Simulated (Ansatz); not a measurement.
Relaxation of a periodic cell of 17 atoms, Si16B (host Si, host structure diamond, interstitial B), to a largest force component of 0.08 eV/Å in at most 25 steps.

All numbers below come from DFT PBE, scalar-relativistic, plane waves, PAW (Ansatz). Settings: accuracy low, PAW set soft_1, cutoff 420 eV, k mesh 2x2x2, fermi-dirac smearing 0.02 eV, spin collinear.

```xyz
17
Lattice="0.0000 5.4300 5.4300 5.4300 0.0000 5.4300 5.4300 5.4300 0.0000" Properties=species:S:1:pos:R:3:forces:R:3
Si 0.000 0.000 0.000 -0.08 -0.09 -0.09
Si 1.357 1.357 1.357 0.00 0.02 0.01
Si 2.715 2.715 0.000 0.09 0.08 -0.11
Si 4.072 4.072 1.357 -0.02 0.00 -0.19
Si 2.715 0.000 2.715 0.09 -0.11 0.08
Si 4.072 1.357 4.072 -0.02 -0.19 0.00
Si 5.430 2.715 2.715 -0.33 0.35 0.35
Si 6.787 4.072 4.072 0.19 0.02 0.02
Si 0.000 2.715 2.715 -0.11 0.09 0.09
Si 1.357 4.072 4.072 -0.19 -0.01 -0.01
Si 2.715 5.430 2.715 0.36 -0.34 0.37
Si 4.072 6.787 4.072 0.02 0.19 0.01
Si 2.715 2.715 5.430 0.36 0.37 -0.34
Si 4.072 4.072 6.787 0.02 0.01 0.19
Si 5.430 5.430 5.430 -0.37 -0.36 -0.36
Si 6.787 6.787 6.787 0.00 -0.02 -0.02
B 4.065 4.043 4.046 -0.01 0.00 -0.01
```

Task: Where does it end, and by what steps?

Result: The run converged. Limits of this set-up: coarse k mesh, a small cell, in which the defect meets its images, a typed lattice constant that wasn't relaxed here, low accuracy level. After 2 steps the energy has fallen by 0.083 eV; Si15 moved furthest, 0.06 Å.

```csv
step,energy less start (eV),largest force component (eV/Å),accepted
0,0.0000,0.370,yes
1,-0.0683,0.152,yes
2,-0.0834,0.021,yes
```

```xyz
17
Lattice="0.0000 5.4300 5.4300 5.4300 0.0000 5.4300 5.4300 5.4300 0.0000" Properties=species:S:1:pos:R:3
Si -0.001 0.001 0.001
Si 1.359 1.362 1.362
Si 2.719 2.720 -0.004
Si 4.074 4.074 1.331
Si 2.719 -0.004 2.720
Si 4.074 1.331 4.074
Si 5.404 2.742 2.742
Si 6.815 4.073 4.073
Si -0.006 2.721 2.721
Si 1.330 4.075 4.075
Si 2.746 5.400 2.746
Si 4.072 6.814 4.074
Si 2.745 2.746 5.401
Si 4.072 4.074 6.814
Si 5.394 5.394 5.394
Si 6.784 6.777 6.778
B 4.064 4.043 4.046
```

Whether the end is a true minimum wasn't checked by a vibrational analysis.

Time of the run: 53 s on 1 thread of AMD EPYC (Zen 3), on a shared host, peak memory 0.68 GiB.
